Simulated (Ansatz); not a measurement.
# VMo3S8: the cost of one run

Program: Ansatz 0.2.0. Level of theory: DFT PBE, scalar-relativistic, plane waves, PAW. These are calculated values, not measurements.

1 further run of the same task is left out (it didn't finish). Runs told in other sessions of the task aren't counted.

### Step 1. The structure to begin with

Symmetry: P-3m1, No. 164, trigonal system. Conventional cell: a = 3.190 Å, b = 3.190 Å, c = 27.254 Å, α = 90.00°, β = 90.00°, γ = 120.00°. V (site symmetry -3m) has 6 S at 2.35 Å in its first shell of neighbours. Around Mo (site symmetry 3m) lie 6 S at 2.43 Å. Mo (site symmetry -3m) is surrounded by 6 S at 2.43 Å. Around S (site symmetry 3m) lie 3 Mo at 2.43 Å. S (site symmetry 3m) is surrounded by 3 V at 2.35 Å.

Structure file:

```cif
data_structure
_symmetry_space_group_name_H-M 'P 1'
_symmetry_Int_Tables_number 1
_cell_length_a 3.1901
_cell_length_b 3.1901
_cell_length_c 27.2541
_cell_angle_alpha 90.000
_cell_angle_beta 90.000
_cell_angle_gamma 120.000
_cell_volume 240.20
loop_
_atom_site_label
_atom_site_type_symbol
_atom_site_fract_x
_atom_site_fract_y
_atom_site_fract_z
_atom_site_occupancy
V1 V 0.00000 0.00000 0.00000 1
Mo1 Mo 0.00000 0.00000 0.24894 1
Mo2 Mo 0.00000 0.00000 0.50000 1
Mo3 Mo 0.00000 0.00000 0.75106 1
S1 S 0.66667 0.33333 0.19080 1
S2 S 0.66667 0.33333 0.44182 1
S3 S 0.66667 0.33333 0.69287 1
S4 S 0.66667 0.33333 0.94627 1
S5 S 0.33333 0.66667 0.05373 1
S6 S 0.33333 0.66667 0.30713 1
S7 S 0.33333 0.66667 0.55818 1
S8 S 0.33333 0.66667 0.80920 1
```

The cell was relaxed beforehand at this level, from a generated guess; it is a trial structure. At a tolerance of 0.05 Å it has space group P-3m1 (No. 164); it has 20.02 Å³/atom, an uncorrected energy of -0.68 eV/atom over the elements.

### Step 2. Static run: bands, density of states and charges

Input file input.yaml:

```yaml
crystal:
  lattice:
    - [3.1901146296, 0.0, 0.0]
    - [-1.5950573148, 2.7627203102, 0.0]
    - [0.0, 0.0, 27.2541459747]
  atoms:
    - { symbol: V, position: [0.0, 0.0, 0.0] }
    - { symbol: Mo, position: [0.0, 0.0, 0.2489445963] }
    - { symbol: Mo, position: [0.0, 0.0, 0.5] }
    - { symbol: Mo, position: [0.0, 0.0, 0.7510554037] }
    - { symbol: S, position: [0.6666666667, 0.3333333333, 0.1908030758] }
    - { symbol: S, position: [0.6666666667, 0.3333333333, 0.4418206086] }
    - { symbol: S, position: [0.6666666667, 0.3333333333, 0.6928720169] }
    - { symbol: S, position: [0.6666666667, 0.3333333333, 0.9462705291] }
    - { symbol: S, position: [0.3333333333, 0.6666666667, 0.0537294709] }
    - { symbol: S, position: [0.3333333333, 0.6666666667, 0.3071279831] }
    - { symbol: S, position: [0.3333333333, 0.6666666667, 0.5581793914] }
    - { symbol: S, position: [0.3333333333, 0.6666666667, 0.8091969242] }
basis:
  ecutwfc: 420
kpoints:
  mp_grid: { grid: [12, 12, 2] }
  band_path:
    path:
      - [[0.0, 0.0, 0.0], [0.5, 0.0, 0.0], [0.33333333, 0.33333333, 0.0], [0.0, 0.0, 0.0], [0.0, 0.0, 0.5], [0.5, 0.0, 0.5], [0.33333333, 0.33333333, 0.5], [0.0, 0.0, 0.5]]
      - [[0.5, 0.0, 0.5], [0.5, 0.0, 0.0]]
      - [[0.33333333, 0.33333333, 0.5], [0.33333333, 0.33333333, 0.0]]
    npoints: 10
hamiltonian:
  xc: pbe
scf:
  occupations: { method: gaussian, width: 0.1 }
  n_extra_bands: 30
output:
  forces: true
  stress: true
  eigenvalues: true
  populations: true
  dos: { projected: true, de: 0.02, nscf_kmesh: { grid: [15, 15, 3] } }
  bader: false
  write_density: true
  write_potential: true
  elf: true
  volumetric_format: npy
checkpoint:
  read: start.run
  write: ck
  compress: false
  write_wavefunctions: false
  write_every: 100000
```

Run with:

```console
ansatz run input.yaml --threads 4 --pin off --max-ram 8192MiB --backend cpu --events-out ev --progress --plain --runs-dir out
```

**Question.** How long does this run take on 4 threads of Arm Neoverse V2, shared host, and how much memory does it need?

About 46 s, with a peak of 1.5 GiB.
